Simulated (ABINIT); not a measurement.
# InO in ABINIT: relaxation of the atoms with PBE+D3(BJ)

Aim: the relaxation of the atoms of InO with PBE+D3(BJ).

Everything below comes from runs of ABINIT 10.8.3 (patched build). Logs are shortened: lines on timing, memory, paths and dates and some standing lists are left out, and cuts for length are marked. The log counts tension as positive stress, the text compression.

## Step 1: The structure

The cell holds a sheet with vacuum, 2 atoms: a = 3.551 Å, b = 3.551 Å, c = 25.914 Å, α = 90.00°, β = 90.00°, γ = 120.00°.

The cell was built by a generator and needn't be a form met in nature.

## Step 2: Relaxation of the atoms, PBE+D3(BJ)

run.abi reads:

```
# Pseudopotentials
pp_dirpath "./"
pseudos "In.GGA_PBE-JTH.xml, O.GGA_PBE-JTH.xml"

# Structure
acell 3*1.0
rprim
     6.7111922563     0.0000000000     0.0000000000
    -3.3555866795     5.8120605662     0.0000000000
     0.0000000000     0.0000000000    48.9696446976
ntypat 2
znucl 49 8
natom 2
typat 1 2
xcart
     0.0000000000     0.0000000000     8.2972819878
     1.7757244237     1.0251930813     7.7028235450 Angstrom
chkprim 0
chksymtnons 0
tolsym 1.0e-6

# Plane-wave basis
ecut 625.861884 eV
pawecutdg 45.0
pawxcdev 0
pawovlp -1

# k points
kptopt 1
ngkpt 9 9 1
nshiftk 1
shiftk 0.0 0.0 0.0

# Exchange and correlation
ixc 11
vdw_xc 7

# Bands and occupations
nband 14
occopt 3
tsmear 0.00183747

# SCF cycle
nstep 120
tolvrs 1.0e-9

# Output
iomode 3
prtwf 0
prtden 0
prteig 0
prtebands 0
enunit 1
prtvol 2

# Relaxation
ionmov 2
ntime 60
tolmxf 0.0005
```

Potentials or basis: JTH PAW PBE v2.0.

Command:

```console
$ mpirun --bind-to none -np 4 abinit run.abi > log 2>&1
```

run.abo:

```text
.Version 10.8.3 of ABINIT
 Symmetries : space group P1 (#  1); Bravais aP (primitive triclinic)
================================================================================
 Values of the parameters that define the memory need of the present run
     intxc =       0    ionmov =       2      iscf =      17    lmnmax =      18
     lnmax =       6     mgfft =     216  mpssoang =       3    mqgrid =   14788
     natom =       2  nloc_mem =       2    nspden =       1   nspinor =       1
    nsppol =       1      nsym =       1    n1xccc =       1    ntypat =       2
    occopt =       3   xclevel =       2
       mpw =       10090          nfft =      194400          nkpt =          41
Pmy_natom=         1
 PAW method is used; the additional fine FFT grid is defined by:
   mgfftf=       300    nfftf =    607500
================================================================================
================================================================================

--------------------------------------------------------------------------------
------------- Echo of variables that govern the present computation ------------
--------------------------------------------------------------------------------
 -outvars: echo values of preprocessed input variables --------
            acell      1.0000000000E+00  1.0000000000E+00  1.0000000000E+00 Bohr
              amu      1.14820000E+02  1.59994000E+01
          chkprim           0
      chksymtnons           0
             ecut      2.30000000E+01 Hartree
           enunit           1
           ionmov           2
              ixc          11
         kptrlatt        9    0    0      0    9    0      0    0    1
          kptrlen      6.04006689E+01
            natom           2
            nband          14
            ngfft          30      30     216
          ngfftdg          45      45     300
             nkpt          41
            nstep         120
             nsym           1
            ntime          60
           ntypat           2
           occopt           3
        pawecutdg      4.50000000E+01 Hartree
          pawovlp     -1.0000000000E+00
         pawxcdev           0
           prtden           0
        prtebands           0
           prteig           0
           prtvol           2
            prtwf           0
            rprim      6.7111922563E+00  0.0000000000E+00  0.0000000000E+00
                      -3.3555866795E+00  5.8120605662E+00  0.0000000000E+00
                       0.0000000000E+00  0.0000000000E+00  4.8969644698E+01
          spgroup           1
           tolmxf      5.00000000E-04
           tolsym      1.00000000E-06
           tolvrs      1.00000000E-09
           tsmear      1.83747000E-03 Hartree
            typat      1  2
           useylm           1
           vdw_xc           7
           xangst      0.0000000000E+00  0.0000000000E+00  8.2972819878E+00
[... 460 lines left out ...]
 -21.89716  -17.74326  -17.70738  -17.61729  -17.49231  -16.93352   -9.70464   -7.44718
  -6.32622   -2.32011   -0.37657    1.89153    3.56320    4.19252
 kpt#  38, nband= 14, wtk=  0.02469, kpt= -0.4444  0.4444  0.0000 (reduced coord)
 -21.90356  -17.75598  -17.69536  -17.61833  -17.48054  -17.00772   -9.69181   -7.10857
  -6.42898   -2.55005   -0.53032    1.73001    3.30360    3.92948
 kpt#  39, nband= 14, wtk=  0.02469, kpt= -0.3333  0.4444  0.0000 (reduced coord)
 -21.90835  -17.74898  -17.70739  -17.63177  -17.50812  -17.01604   -9.45830   -7.31912
  -6.45043   -2.71291    0.10473    1.48745    2.90519    3.56947
 kpt#  40, nband= 14, wtk=  0.02469, kpt= -0.2222  0.4444  0.0000 (reduced coord)
 -21.91002  -17.75216  -17.70432  -17.64700  -17.52310  -17.00671   -9.27513   -7.55685
  -6.45196   -2.75510    0.89656    1.14633    2.64331    3.35804
 kpt#  41, nband= 14, wtk=  0.02469, kpt= -0.1111  0.4444  0.0000 (reduced coord)
 -21.90835  -17.74898  -17.70740  -17.63177  -17.50812  -17.01605   -9.45825   -7.31913
  -6.45044   -2.71290    0.10472    1.48742    2.90519    3.56946
 Total charge density [el/Bohr^3]
)     Maximum=    3.7630E+00  at reduced coord.    0.0000    0.0000    0.3200
)Next maximum=    3.5934E+00  at reduced coord.    0.0000    0.0222    0.3200
)     Minimum=    0.0000E+00  at reduced coord.    0.0000    0.0000    0.0000
)Next minimum=    0.0000E+00  at reduced coord.    0.0222    0.0000    0.0000
   Integrated=    1.9000E+01

--- !EnergyTerms
iteration_state     : {dtset: 1, itime: 1, icycle: 1, }
comment             : Components of total free energy in Hartree
kinetic             :  2.15382040495352E+01
hartree             :  2.22919394404660E+02
xc                  : -1.04655162304228E+01
Ewald energy        :  1.51739626373995E+02
psp_core            :  3.00792144601228E-01
local_psp           : -4.72463448531576E+02
PAW spherical_terms :  1.22623071466225E+01
VdWaals_dft_d       : -6.06486410412565E-03
internal            : -7.41747055066893E+01
'-kT*entropy'       : -4.02146295488300E-04
total_energy        : -7.41751076529847E+01
total_energy_eV     : -2.01840750418259E+03
...

--- !EnergyTermsDC
iteration_state     : {dtset: 1, itime: 1, icycle: 1, }
comment             : '"Double-counting" decomposition of free energy'
band_energy         : -9.87142304217194E+00
Ewald energy        :  1.51739626373995E+02
psp_core            :  3.00792144601228E-01
xc_dc               : -2.24894154668778E+02
PAW spherical_terms :  8.55652385140111E+00
VdWaals_dft_d       : -6.06486410412565E-03
internal            : -7.41747002050566E+01
'-kT*entropy'       : -4.02146295488300E-04
total_energy_dc     : -7.41751023513521E+01
total_energy_dc_eV  : -2.01840735991782E+03
...

--- !EnergyTermsWithPAWCore
iteration_state     : {dtset: 1, itime: 1, icycle: 1, }
comment             : 'Components of total free energy, including PAW core contributions'
Total energy        : -5.95697045300564E+03
Total energy DC     : -5.95697044770401E+03
Total energy (eV)   : -1.62097423852633E+05
Total energy DC (eV): -1.62097423708368E+05
...

 Cartesian components of stress tensor (hartree/bohr^3)
  sigma(1 1)=  3.77471837E-06  sigma(3 2)=  1.07733643E-09
  sigma(2 2)=  3.77739778E-06  sigma(3 1)= -2.06052632E-09
  sigma(3 3)= -7.08851138E-09  sigma(2 1)=  2.78118280E-09

-Cartesian components of stress tensor (GPa)         [Pressure= -7.3994E-02 GPa]
- sigma(1 1)=  1.11056049E-01  sigma(3 2)=  3.16963321E-05
- sigma(2 2)=  1.11134880E-01  sigma(3 1)= -6.06227774E-05
- sigma(3 3)= -2.08551205E-04  sigma(2 1)=  8.18252231E-05

== END DATASET(S) ==============================================================
================================================================================

 -outvars: echo values of variables after computation  --------
            acell      1.0000000000E+00  1.0000000000E+00  1.0000000000E+00 Bohr
           etotal     -7.4175102351E+01
            fcart      3.2013632947E-06 -1.6570160043E-06 -1.7888917117E-04
                      -3.2013632947E-06  1.6570160043E-06  1.7888917117E-04
            rprim      6.7111922563E+00  0.0000000000E+00  0.0000000000E+00
                      -3.3555866795E+00  5.8120605662E+00  0.0000000000E+00
                       0.0000000000E+00  0.0000000000E+00  4.8969644698E+01
           strten      3.7747183674E-06  3.7773977795E-06 -7.0885113815E-09
                       1.0773364299E-09 -2.0605263238E-09  2.7811828025E-09
           xangst      0.0000000000E+00  0.0000000000E+00  8.2972819878E+00
                       1.7757244237E+00  1.0251930813E+00  7.7028235450E+00
             xred      0.0000000000E+00  0.0000000000E+00  3.2019000022E-01
                       6.6667000045E-01  3.3333000022E-01  2.9725000020E-01
 Calculation completed.
```

Wall time 4 min (4 MPI ranks of Arm Neoverse V1, shared host); peak memory 1.2 GiB.

What came out:

| Quantity | Value |
| --- | --- |
| Free energy | -2018.4074 eV |
| Largest force after relaxing | 0.009 eV/Å |
| Band gap on the k mesh | none (metal or under the smearing width) |
| Valence electrons inside the program's atomic spheres | In 11.14; O 4.50 |

Forces in eV/Å, atoms in the order of the input:
```
In   0.000  0.000 -0.009
O    0.000  0.000  0.009
```

Final structure:
```
In O
1.0
     3.55141    0.00000    0.00000
    -1.77570    3.07561    0.00000
     0.00000    0.00000   25.91362
In O
1 1
Direct
  0.00000 0.00000 0.32019
  0.66667 0.33333 0.29725
```

Caveat: the relaxation stopped at its first step, so nothing moved; the slab has no dipole correction, so unlike faces share one vacuum level; an odd number of electrons without spin polarisation forces a metal; a magnetic or distorted state may lie lower.
